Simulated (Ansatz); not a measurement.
# C3H11AlOSi: the cost of one run

Program: Ansatz 0.2.0. Level of theory: RKS BLYP-D4/STO-3G. These are calculated values, not measurements.

### Step 1. The system as given

Bond lengths (14 of 16 bonds, heavy atoms first): C1–Al2 1.993 Å, Al2–O3 1.892 Å, O3–C4 1.375 Å, C4–C5 1.516 Å, C4–Si6 1.941 Å, C1–H7 1.153 Å, C1–H8 1.116 Å, C1–H9 1.050 Å, Al2–H10 1.590 Å, C4–H11 1.055 Å, C5–H12 1.135 Å, C5–H13 1.156 Å, C5–H14 1.096 Å, Si6–H15 1.458 Å. Angles (14 of 28 angles, heavy atoms first): C1–Al2–O3 121.9°, Al2–O3–C4 108.7°, O3–C4–C5 112.4°, O3–C4–Si6 104.0°, C5–C4–Si6 105.9°, C1–Al2–H10 117.7°, O3–Al2–H10 120.3°, Al2–C1–H7 108.5°, Al2–C1–H8 110.7°, Al2–C1–H9 114.2°, O3–C4–H11 117.2°, C5–C4–H11 112.6°, Si6–C4–H11 103.3°, C4–C5–H12 107.5°.

The coordinates stand in the first input below.

### Step 2. End point A

The input, input.yaml:

```yaml
crystal:
  periodic: [false, false, false]
  atoms:
    - { symbol: C, position_ang: [2.752, 0.549, 1.3875] }
    - { symbol: Al, position_ang: [1.5415, -0.9355, 0.8354] }
    - { symbol: O, position_ang: [-0.3336, -0.7101, 0.7264] }
    - { symbol: C, position_ang: [-0.6538, -0.2835, -0.5406] }
    - { symbol: C, position_ang: [-0.7583, 1.2264, -0.6333] }
    - { symbol: Si, position_ang: [-2.4516, -0.958, -0.8211] }
    - { symbol: H, position_ang: [2.6064, 1.4292, 0.6579] }
    - { symbol: H, position_ang: [2.4514, 0.9537, 2.3832] }
    - { symbol: H, position_ang: [3.7676, 0.2843, 1.4266] }
    - { symbol: H, position_ang: [2.2004, -2.346, 0.5126] }
    - { symbol: H, position_ang: [-0.1103, -0.702, -1.3416] }
    - { symbol: H, position_ang: [0.2837, 1.6507, -0.4817] }
    - { symbol: H, position_ang: [-1.4517, 1.6781, 0.1732] }
    - { symbol: H, position_ang: [-1.1758, 1.5739, -1.5854] }
    - { symbol: H, position_ang: [-2.9342, -0.5716, -2.141] }
    - { symbol: H, position_ang: [-2.406, -2.4078, -0.7347] }
    - { symbol: H, position_ang: [-3.3467, -0.4312, 0.2167] }
basis:
  gaussian: { orbitals: STO-3G }
hamiltonian:
  xc: blyp
  dispersion: d4
relax:
  f_tol: 0.015
  max_steps: 40
```

On the command line:

```bash
$ ansatz run input.yaml --threads 1 --pin off --max-ram 2048MiB --backend cpu --events-out ev --progress --plain --runs-dir out
```

**Question.** How long does this run take on 1 thread of Intel Xeon at 2.70GHz, shared host, and how much memory does it need?

About 2.7 min, with a peak of 0.17 GiB.
